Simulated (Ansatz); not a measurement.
# Cd2SeO: how the settings move a single-point run

Question: which choices in the input matter for Cd2SeO? The cell is built on a prototype (ordering on zincblende) and needn't be the phase found in nature.

Program: Ansatz 0.2.0. Level of theory: reference: DFT, PBE, plane waves, PAW. These are calculated values, not measurements.

## Step 1: Starting point

Symmetry: P-4m2, No. 115, tetragonal system. The conventional cell has a = 4.017 Å, b = 4.017 Å, c = 5.361 Å, α = 90.00°, β = 90.00°, γ = 90.00°. O (site symmetry -4m2) has 4 Cd at 2.25 Å as nearest neighbours. Cd (site symmetry 2mm) is surrounded by 2 O at 2.25 Å and 2 Se at 2.62 Å. Se (site symmetry -4m2) has 4 Cd at 2.62 Å as nearest neighbours.

Coordinates:

```
CELL_PARAMETERS angstrom
4.01694 0.00000 0.00000
0.00000 4.01694 0.00000
0.00000 0.00000 5.36109
ATOMIC_POSITIONS crystal
O 0.00000 0.00000 0.00000
Cd 0.00000 0.50000 0.81257
Se 0.50000 0.50000 0.50000
Cd 0.50000 0.00000 0.18743
```

## Step 2: The reference run

input.yaml reads:

```yaml
crystal:
  lattice:
    - [4.016940725, 0.0, 0.0]
    - [0.0, 4.016940725, 0.0]
    - [0.0, 0.0, 5.361094123]
  atoms:
    - { symbol: O, position: [0.0, 0.0, 0.0] }
    - { symbol: Cd, position: [0.0, 0.5, 0.8125683485] }
    - { symbol: Se, position: [0.5, 0.5, 0.5] }
    - { symbol: Cd, position: [0.5, 0.0, 0.1874316515] }
kpoints:
  mp_grid: { grid: [4, 4, 4] }
hamiltonian:
  xc: pbe
scf:
  occupations: { method: fermi_dirac, width: 0.02 }
  n_extra_bands: 5
output:
  forces: true
  stress: true
  eigenvalues: true
  write_density: true
  write_potential: true
  elf: true
  volumetric_format: npy
```

The run is started by

```console
$ ansatz run input.yaml --threads 4 --pin off --max-ram 3686MiB --backend cpu --events-out ev --progress --plain --runs-dir out
```

## Step 3: Changed: ecutwfc 200

Changes to input.yaml since step 2:

```diff
@@ -21,5 +21,3 @@
   eigenvalues: true
-  write_density: true
-  write_potential: true
-  elf: true
-  volumetric_format: npy
+basis:
+  ecutwfc: 200
```

## Step 4: A further run, with the input changed

Changes to input.yaml since step 2:

```diff
@@ -17,2 +17,3 @@
   n_extra_bands: 5
+  max_iter: 50
 output:
@@ -21,5 +22,4 @@
   eigenvalues: true
-  write_density: true
-  write_potential: true
-  elf: true
-  volumetric_format: npy
+magnetization:
+  spin_polarized: true
+  initial_magnetization: 6.0
```

## Step 6: Changed: symmetry.detect false

Changes to input.yaml since step 2:

```diff
@@ -10,2 +10,3 @@
     - { symbol: Cd, position: [0.5, 0.0, 0.1874316515] }
+  symmetry: { detect: false }
 kpoints:
@@ -21,5 +22 @@
   eigenvalues: true
-  write_density: true
-  write_potential: true
-  elf: true
-  volumetric_format: npy
```

## Step 7: Variant: mp_grid.grid [8, 8, 1]

Changes to input.yaml since step 2:

```diff
@@ -11,3 +11,3 @@
 kpoints:
-  mp_grid: { grid: [4, 4, 4] }
+  mp_grid: { grid: [8, 8, 1] }
 hamiltonian:
@@ -21,5 +21 @@
   eigenvalues: true
-  write_density: true
-  write_potential: true
-  elf: true
-  volumetric_format: npy
```

## Step 8: A further run, with the input changed

Changes to input.yaml since step 2:

```diff
@@ -17,2 +17,4 @@
   n_extra_bands: 5
+  convergence: { dr2_threshold: 0.0001 }
+  max_iter: 55
 output:
@@ -21,5 +23 @@
   eigenvalues: true
-  write_density: true
-  write_potential: true
-  elf: true
-  volumetric_format: npy
```

## Step 10: Changed: ecutwfc 300

Changes to input.yaml since step 2:

```diff
@@ -21,5 +21,3 @@
   eigenvalues: true
-  write_density: true
-  write_potential: true
-  elf: true
-  volumetric_format: npy
+basis:
+  ecutwfc: 300
```

(Steps that only read results are left out.)

Before running it: what results should come out? Wanted: for each run, ending; energy change; pressure; gap; force.

The runs gave:

```csv
run,ending,energy change,pressure (GPa),gap (eV),force (eV/Å),cycles,time
reference,converged,0,2.4,0.00,0.08,6,2.9 s
1: ecutwfc 200,converged,+8.60 eV/atom,2.3,0.00,0.27,8,1.2 s
"2: spin_polarized true, initial_magnetization 6.0",converged,0.0 meV/atom,2.4,0.00,0.08,15,7.6 s
3: symmetry.detect false,converged,0.0 meV/atom,2.4,0.00,0.08,6,3.8 s
"4: mp_grid.grid [8, 8, 1]",converged,+61.1 meV/atom,3.3,0.00,0.30,7,2.1 s
5: dr2_threshold 0.0001,converged,0.0 meV/atom,2.4,0.00,0.08,6,2.2 s
6: ecutwfc 300,converged,+181.5 meV/atom,2.5,0.00,0.07,6,1.4 s
```

Times don't compare one to one where runs were asked for different outputs or read a saved state (see the inputs); cycles may leave out searches for a lower state.

Residual by cycle in the longest SCF loop of each run; runs are numbered as in the table. The quantity is the density residual dr2, in eV.

```csv
cycle,reference,run 1,run 2,run 3,run 4,run 5,run 6
1,0.00142,8.15,19.2,0.00142,0.0807,0.00142,0.0344
2,3.2e-4,0.721,1.48,3.2e-4,0.00932,3.2e-4,0.0406
4,1.4e-6,0.00772,0.129,1.4e-6,2.4e-4,1.4e-6,2.4e-5
5,1.3e-7,1.5e-4,0.0202,1.2e-7,1.8e-5,1.3e-7,1.7e-6
6,5.3e-9,6.5e-6,0.00927,5.2e-9,8.7e-7,5.4e-9,8.1e-8
7,-,2.4e-7,0.00178,-,5.3e-8,-,-
9,-,-,1.6e-4,-,-,-,-
10,-,-,2.0e-5,-,-,-,-
11,-,-,3.4e-6,-,-,-,-
12,-,-,3.8e-7,-,-,-,-
14,-,-,2.4e-9,-,-,-,-
15,-,-,2.4e-10,-,-,-,-
```

What this shows: Of the converged runs whose energies compare with the reference's, «ecutwfc 200» moves the energy most (+8.60 eV/atom). Semilocal functionals close small gaps, so the missing gap need not be the real solid's. Runs 1 and 6 ran under the cutoff that the potentials recommend, as the log warns, so basis error is mixed into their values, and swamps them where the cutoff is far short. Of the variants the dearest is «spin_polarized true, initial_magnetization 6.0» (7.6 s), the cheapest «ecutwfc 200» (1.2 s), on a shared host.
